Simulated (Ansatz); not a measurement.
# InCl (SMILES [Cl][In]): levels of theory compared

We compute a comparison of 6 runs (HF/STO-3G, HSE06/STO-3G, UB3LYP/STO-3G, UMP2/STO-3G, CCSDTQ/STO-3G, FCI/STO-3G) of InCl. 

The results are computed with Ansatz 0.2.0.

34 further runs of the same task are left out: 5 that didn't finish, 29 set aside as unsound or not needed.

## 1. The system as given

The species is InCl (2 atoms), meant as a singlet with charge 0. As SMILES, `[Cl][In]`. The In2–Cl1 distance was set to 2.982 Å, away from the relaxed value.

Bond lengths: Cl1–In2 2.982 Å.

## 2. The energy at HF/STO-3G (run 1)

run.yaml

```yaml
crystal:
  periodic: [false, false, false]
  atoms:
    - {symbol: Cl, position_ang: [0.000000, 0.000000, -0.596440]}
    - {symbol: In, position_ang: [0.000000, 0.000000, 2.385660]}
basis:
  gaussian:
    orbitals: STO-3G
hamiltonian:
  xc: hf
accuracy: high
```

The run is started by

```console
$ ansatz run run.yaml --threads 1 --pin off --max-ram 2610MiB --events-out events.jsonl --progress --plain --runs-dir runs
```

The log of the run:

```text
Warning: RAYON_NUM_THREADS=1 ignored (pool sized by the plan → 1); use --threads N
Functional definition: HF
  name "HF"
  exchange = exact_x
  correlation = 0
624 factors; integrals over basis functions are off by at most 1.4e-8 eV
mean field evaluation 1: about -167007.5510 eV, gradient 9.0e0 eV
mean field evaluation 2: about -167007.5870 eV, gradient 8.9e0 eV
mean field evaluation 4: about -167008.8273 eV, gradient 3.5e-1 eV
mean field evaluation 8: about -167008.8236 eV, gradient 7.9e-5 eV
mean field -167008.82362678 eV, -6137.4610656376 hartree, gradient 3.0e-8 eV, S^2 0.000000; 0 other end points of the search recorded, 0 dependent functions left out
reference -167008.82362678 eV, -6137.4610656376 hartree; 33, 33 occupied and 3, 3 virtual orbitals, 624 factors
Total energy: -167008.82362678 eV, -6137.4610656376 hartree
```

It took 0.42 s on 1 thread of Arm Neoverse V2, shared host.

## 3. A single-point energy at HSE06/STO-3G (run 2)

job.yaml

```yaml
crystal:
  periodic: [false, false, false]
  atoms:
    - symbol: Cl
      position_ang: [0.000000, 0.000000, -0.596440]
    - symbol: In
      position_ang: [0.000000, 0.000000, 2.385660]
basis:
  gaussian:
    orbitals: STO-3G
magnetization:
  spin_polarized: false
  initial_magnetization: 0
hamiltonian:
  xc: {name: HSE06}
accuracy: high
```

The run is started by

```console
$ ansatz run job.yaml --threads 1 --pin off --max-ram 2610MiB --events-out events.jsonl --progress --plain --runs-dir runs
```

The log of the run:

```text
Warning: RAYON_NUM_THREADS=1 ignored (pool sized by the plan → 1); use --threads N
Functional definition: HSE06
  name "HSE06"
  parameter a = 0.25
  parameter omega = 0.11/bohr
  exchange = pbe_x - a*pbe_x_sr(omega) + a*exact_x_sr(omega)
  correlation = pbe_c
624 factors; integrals over basis functions are off by at most 1.4e-8 eV
51 factors; integrals over basis functions are off by at most 8.6e-10 eV
mean field evaluation 1: about -167066.2868 eV, gradient 9.7e0 eV
mean field evaluation 2: about -166967.4857 eV, gradient 1.5e2 eV
mean field evaluation 4: about -167067.8282 eV, gradient 1.5e0 eV
mean field evaluation 8: about -167067.8470 eV, gradient 8.8e-2 eV
mean field evaluation 16: about -167067.8471 eV, gradient 1.9e-7 eV
mean field -167067.84706376 eV, -6139.6301369393 hartree, gradient 2.1e-8 eV, S^2 0.000000; 0 other end points of the search recorded, 0 dependent functions left out
reference -167067.84706550 eV, -6139.6301370032 hartree; 33, 33 occupied and 3, 3 virtual orbitals, 624 factors
Total energy: -167067.84706550 eV, -6139.6301370032 hartree
```

Wall time 1.6 s (1 thread of Arm Neoverse V2, shared host); peak memory 0.12 GiB.

Runs 3 to 4 aren't shown in full; the table further down has their settings and results.

## 4. A single-point energy at CCSDTQ/STO-3G (run 5)

input.yaml

```yaml
basis:
  gaussian:
    orbitals: STO-3G
crystal:
  periodic: [false, false, false]
  atoms:
    - symbol: Cl
      position_ang: [0.000000, 0.000000, -0.596440]
    - symbol: In
      position_ang: [0.000000, 0.000000, 2.385660]
correlation:
  method: ccsdtq
  frozen_orbitals: {Cl: 5, In: 18}
accuracy: high
scf:
  omitted_lower_state_checks: [cluster_reference, increment]
```

The run is started by

```console
$ ansatz run input.yaml --threads 1 --pin off --max-ram 2610MiB --events-out events.jsonl --progress --plain --runs-dir runs
```

The log of the run (excerpt; [...] marks lines left out):

```text
Warning: RAYON_NUM_THREADS=1 ignored (pool sized by the plan → 1); use --threads N
Functional definition: HF
  name "HF"
[...]
624 factors; integrals over basis functions are off by at most 1.4e-8 eV
[...]
mean field -167008.82362678 eV, -6137.4610656376 hartree, gradient 3.0e-8 eV, S^2 0.000000; 0 other end points of the search recorded, 0 dependent functions left out
23 core orbitals not correlated: weight in the atoms' cores, before any rotation towards them, 1.000 or more for the frozen orbitals, at most 0.000 for the correlated occupied ones
reference -167008.82362678 eV, -6137.4610656376 hartree; 10, 10 occupied and 3, 3 virtual orbitals, 624 factors
second order -0.70639377 eV of doubles, -0.00000000 eV of singles
cycle   1  -0.92591845 eV  change   -2.2e-1 eV  update   7.7e-2
[...]
cycle  32  -1.12855325 eV  change  -9.1e-12 eV  update   1.6e-9
Total energy: -167009.95218003 eV, -6137.5025392045 hartree
Checks for a lower state left out: cluster_reference, increment
```

It took 15 s on 1 thread of Arm Neoverse V2, shared host; peak memory 0.66 GiB.

## 5. The energy at FCI/STO-3G (run 6)

molecule.yaml

```yaml
crystal:
  periodic: [false, false, false]
  atoms:
    - {symbol: Cl, position_ang: [0.000000, 0.000000, -0.596440]}
    - {symbol: In, position_ang: [0.000000, 0.000000, 2.385660]}
basis:
  gaussian:
    orbitals: STO-3G
accuracy: high
correlation:
  method: fci
  frozen_orbitals: {Cl: 5, In: 18}
```

The run is started by

```console
$ ansatz run molecule.yaml --threads 1 --pin off --max-ram 2610MiB --events-out events.jsonl --progress --plain --runs-dir runs
```

The log of the run:

```text
Warning: RAYON_NUM_THREADS=1 ignored (pool sized by the plan → 1); use --threads N
Functional definition: HF
  name "HF"
  exchange = exact_x
  correlation = 0
624 factors; integrals over basis functions are off by at most 1.4e-8 eV
mean field evaluation 1: about -167007.5510 eV, gradient 9.0e0 eV
mean field evaluation 2: about -167007.5870 eV, gradient 8.9e0 eV
mean field evaluation 4: about -167008.8273 eV, gradient 3.5e-1 eV
mean field evaluation 8: about -167008.8236 eV, gradient 7.9e-5 eV
mean field -167008.82362678 eV, -6137.4610656376 hartree, gradient 3.0e-8 eV, S^2 0.000000; 0 other end points of the search recorded, 0 dependent functions left out
23 core orbitals not correlated: weight in the atoms' cores, before any rotation towards them, 1.000 or more for the frozen orbitals, at most 0.000 for the correlated occupied ones
reference -167008.82362678 eV, -6137.4610656376 hartree; 10, 10 occupied and 3, 3 virtual orbitals, 624 factors
state -167009.95226093 eV, -6137.5025421778 hartree
Total energy: -167009.95226093 eV, -6137.5025421778 hartree
```

Run time: 0.9 s. Hardware: 1 thread of Arm Neoverse V2, shared host.

## 6. Overview of the runs

```tsv
run	level	frozen core orbitals	energy (Eh)	wall time
1	HF/STO-3G	–	-6137.461066	0.42 s
2	HSE06/STO-3G	–	-6139.630137	1.6 s
3	UB3LYP/STO-3G	–	-6140.011411	2.1 s
4	UMP2/STO-3G	23	-6137.487025	0.64 s
5	CCSDTQ/STO-3G	23	-6137.502539	15 s
6	FCI/STO-3G	23	-6137.502542	0.9 s
```

## 7. Summary of results

```
                                           quantity           value
                                run 6: total energy  -6137.50254 Eh
run 6: correlation energy (23 core orbitals frozen)       -41.5 mEh
```

What this shows: Against full CI in this basis: HF +41.5 mEh; UMP2 +15.5 mEh; CCSDTQ +0.0 mEh. Totals of different functionals can't be ranked against each other. In runs 1, 2, 3, 4, 5, 6 the basis is minimal, so the values are rough. In runs 1, 2, 3, 4, 5, 6 relativity is left out where basis or elements ask for it. All runs together took 21 s, the longest 15 s.
